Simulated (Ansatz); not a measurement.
# Si2W: the cost of one run

Method: DFT PBE, scalar-relativistic, plane waves, PAW, in Ansatz 0.2.0.

1 further run of the same task is left out (it didn't finish).

### Step 1. The structure to begin with

It takes space group I4/mmm (No. 139, tetragonal). Conventional cell: a = 3.214 Å, b = 3.214 Å, c = 7.830 Å, α = 90.00°, β = 90.00°, γ = 90.00°. Si (site symmetry 4mm) has 5 Si at 2.59 to 2.63 Å and 5 W at 2.62 Å as nearest neighbours. W (site symmetry 4/mmm) is surrounded by 10 Si at 2.62 Å.

As a file:

```
CELL_PARAMETERS angstrom
-1.60690 1.60690 3.91495
1.60690 -1.60690 3.91495
1.60690 1.60690 -3.91495
ATOMIC_POSITIONS crystal
Si 0.33470 0.33470 0.00000
Si 0.66530 0.66530 0.00000
W 0.00000 0.00000 0.00000
```

The structure comes from the Crystallography Open Database.

(A quick probe on a coarse mesh, which set the mesh and smearing, is not shown.)

### Step 3. Relaxing cell and atoms

input.yaml reads:

```yaml
crystal:
  lattice:
    - [-1.6069, 1.6069, 3.91495]
    - [1.6069, -1.6069, 3.91495]
    - [1.6069, 1.6069, -3.91495]
  atoms:
    - { symbol: Si, position: [0.3347, 0.3347, 0.0] }
    - { symbol: Si, position: [0.6653, 0.6653, 0.0] }
    - { symbol: W, position: [0.0, 0.0, 0.0] }
basis:
  ecutwfc: 420
kpoints:
  mp_grid: { grid: [18, 18, 18] }
hamiltonian:
  xc: pbe
scf:
  occupations: { method: gaussian, width: 0.1 }
output:
  forces: true
  stress: true
  eigenvalues: true
  write_density: true
  write_potential: true
  elf: true
  volumetric_format: npy
relax:
  adjacent_minimum: "off"
  f_tol: 0.005
  max_steps: 80
  cell: { stress_tol: 0.05 }
```

Launch:

```sh
> ansatz run input.yaml --threads 1 --pin off --max-ram 2560MiB --backend cpu --events-out ev --progress --plain --runs-dir out
```

Q: Estimate wall time and peak memory on 1 thread of AMD EPYC 9R45 (Zen 5), shared host.

About 27 s, with a peak of 0.64 GiB.
